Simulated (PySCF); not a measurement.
# C4H10ClFSi: electronic excitations

Aim: predict the electronic excitations of C4H10ClFSi (`CC(C)C[Si@@H](F)Cl`).

Programs: PySCF 2.14.0, with density-fitted response routines of our own. Each step states its level of theory. These are calculated values for one molecule in the gas phase, unless marked as measured. Atoms are numbered from 0 throughout.

## (1) The starting structure

17 atoms, charge 0, multiplicity 1; geometry from: GFN2-xTB.

Bonds of the start (Å): C0–C1 1.53, C1–C2 1.53, C1–C3 1.53, C3–Si4 1.90, Si4–F5 1.62, Si4–Cl6 2.01, C0–H7 1.09, C0–H8 1.09, C0–H9 1.09, C1–H10 1.10, C2–H11 1.09, C2–H12 1.09, C2–H13 1.09, C3–H14 1.09, C3–H15 1.09, Si4–H16 1.45.

## (2) TDDFT and polarisability: wB97X-D/def2-SVPD

The job: settings as JSON, then the geometry in Å.

```
{"job": {"kind": "uv", "xc": "wB97X-D", "basis": "def2-SVPD", "nstates": 8, "ntriplets": 3}, "charge": 0, "multiplicity": 1}
C     -0.819858    -1.305224     0.399612
C     -0.484677     0.181881     0.454811
C     -1.755156     1.015835     0.300181
C      0.526105     0.561669    -0.634142
Si     2.223915    -0.274523    -0.518907
F      3.215665     0.581791    -1.464428
Cl     2.974491    -0.165293     1.338193
H     -1.573811    -1.551849     1.143776
H      0.064233    -1.906878     0.596991
H     -1.207533    -1.571632    -0.581578
H     -0.043999     0.401659     1.433168
H     -2.475168     0.763477     1.075143
H     -1.531713     2.077612     0.375742
H     -2.215581     0.830226    -0.668241
H      0.676789     1.645371    -0.602132
H      0.082020     0.348206    -1.609185
H      2.337278    -1.620297    -1.048913
```

Method: TDDFT wB97X-D/def2-SVPD, vertical, gas phase, core orbitals frozen in the response.

Run with:

```bash
> OMP_NUM_THREADS=1 python probes_run.py task.json out
```

The driver reads the jobs from task.json and runs them one after another.

Output:

```text
coarse grid: 14880 points
cycle   1  E = -1007.4174169370  dE =  6.696e-01  |g| = 5.826e-01  |ddm| = 5.794e+00
cycle   2  E = -1007.4217970381  dE = -4.380e-03  |g| = 6.462e-01  |ddm| = 1.637e+00
cycle   3  E = -1007.4905026515  dE = -6.871e-02  |g| = 6.300e-02  |ddm| = 6.124e-01
cycle   4  E = -1007.4912684027  dE = -7.658e-04  |g| = 2.278e-02  |ddm| = 1.375e-01
cycle   5  E = -1007.4914043584  dE = -1.360e-04  |g| = 3.109e-03  |ddm| = 5.422e-02
cycle   6  E = -1007.4914070964  dE = -2.738e-06  |g| = 1.111e-03  |ddm| = 1.006e-02
final grid: 133832 points
cycle   7  E = -1007.6198142820  dE = -1.055e-04  |g| = 6.846e-03  |ddm| = 1.659e-01
cycle   8  E = -1007.6198170792  dE = -2.797e-06  |g| = 6.796e-03  |ddm| = 2.513e-02
cycle   9  E = -1007.6198256542  dE = -8.575e-06  |g| = 7.505e-04  |ddm| = 7.616e-03
cycle  10  E = -1007.6198257671  dE = -1.130e-07  |g| = 3.953e-04  |ddm| = 2.425e-03
cycle  11  E = -1007.6198258034  dE = -3.630e-08  |g| = 6.006e-05  |ddm| = 8.530e-04
cycle  12  E = -1007.6198258046  dE = -1.130e-09  |g| = 1.906e-05  |ddm| = 1.777e-04
cycle  13  E = -1007.6198258047  dE = -1.335e-10  |g| = 4.778e-06  |ddm| = 7.214e-05
converged SCF energy = -1007.6198258047

Static polarisability (au): isotropic 84.746, principal 78.312 80.960 94.965

Singlet excitations
state   eV       nm        f      main configurations
  1   7.8545    157.9   0.02809   H->L 0.74, H->L+1 0.15
  2   8.4630    146.5   0.00361   H->L+2 0.47, H->L+1 0.23
  3   8.7344    141.9   0.06175   H->L+1 0.46, H->L+2 0.26, H->L 0.13
  4   9.0055    137.7   0.05616   H-3->L 0.41, H-2->L 0.25
  5   9.0589    136.9   0.00702   H-1->L 0.78
  6   9.2040    134.7   0.02163   H-4->L 0.39, H-3->L 0.18, H-2->L 0.11
  7   9.2653    133.8   0.02657   H-2->L 0.37, H->L+3 0.22, H-4->L 0.12
  8   9.3119    133.1   0.09974   H->L+3 0.55, H-2->L 0.13, H-4->L 0.08

Triplet excitations (Tamm-Dancoff, eV): 7.4245 8.1632 8.4887
```

Wall time 72 s (1 thread of Arm Neoverse V1, shared host); peak memory 1 GiB.

The orbitals next to the gap, with their largest atomic shares:

```tsv
orbital	eV	atoms
HOMO−3	-11.68	Cl6 62 %, Si4 8 %, C3 6 %
HOMO−2	-11.52	C1 19 %, C0 18 %, C3 15 %
HOMO−1	-11.40	C1 27 %, H10 16 %, C2 11 %
HOMO	-10.49	C3 24 %, Cl6 17 %, Si4 17 %
LUMO	1.96	Cl6 22 %, Si4 20 %, H16 9 %
LUMO+1	2.19	Si4 39 %, Cl6 18 %, F5 9 %
LUMO+2	2.40	Cl6 30 %, Si4 14 %, H16 10 %
```

With each of the 8 states as a Gaussian band of 0.4 eV half-width at 1/e, the curve within the window shown has maxima at 157 nm (ε 1,200), 135 nm (ε 8,400) L/(mol cm). Beyond the last state computed it falls off for lack of states. The curve at chosen wavelengths:

| nm | ε (L/mol/cm) |
| --- | --- |
| 129 | 3409 |
| 131 | 5695 |
| 132 | 6740 |
| 134 | 8132 |
| 136 | 8352 |
| 137 | 8083 |
| 139 | 7070 |
| 140 | 6431 |
| 142 | 5065 |
| 144 | 3728 |
| 145 | 3118 |
| 147 | 2102 |
| 149 | 1433 |
| 150 | 1234 |
| 152 | 1064 |
| 154 | 1087 |
| 155 | 1126 |
| 157 | 1177 |
| 159 | 1135 |
| 160 | 1074 |
| 162 | 888 |
| 163 | 778 |
| 165 | 553 |
| 167 | 359 |
| 168 | 279 |
| 170 | 159 |

Further results of this job:

```tsv
property	computed
dipole moment (D)	2.44
polarisability (Å³)	12.56
HOMO–LUMO gap (eV)	12.45
−ε(HOMO) (eV)	10.49
```

## (3) What came out

| quantity | value |
| --- | --- |
| lowest singlet (wB97X-D/def2-SVPD) | 7.85 eV (158 nm), f = 0.028 |
| brightest single state of those computed | state 8, 9.31 eV, f = 0.100 |
| lowest triplet | 7.42 eV |

The lowest singlet, at 7.85 eV, is HOMO→LUMO 0.74, HOMO→LUMO+1 0.15 and is weak; of the 8 states computed, the strongest absorption comes from state 8 at 9.31 eV (the last computed, so partners may be missing). The lowest triplet lies 0.43 eV below the lowest singlet (triplets in Tamm-Dancoff, singlets in full TDDFT).
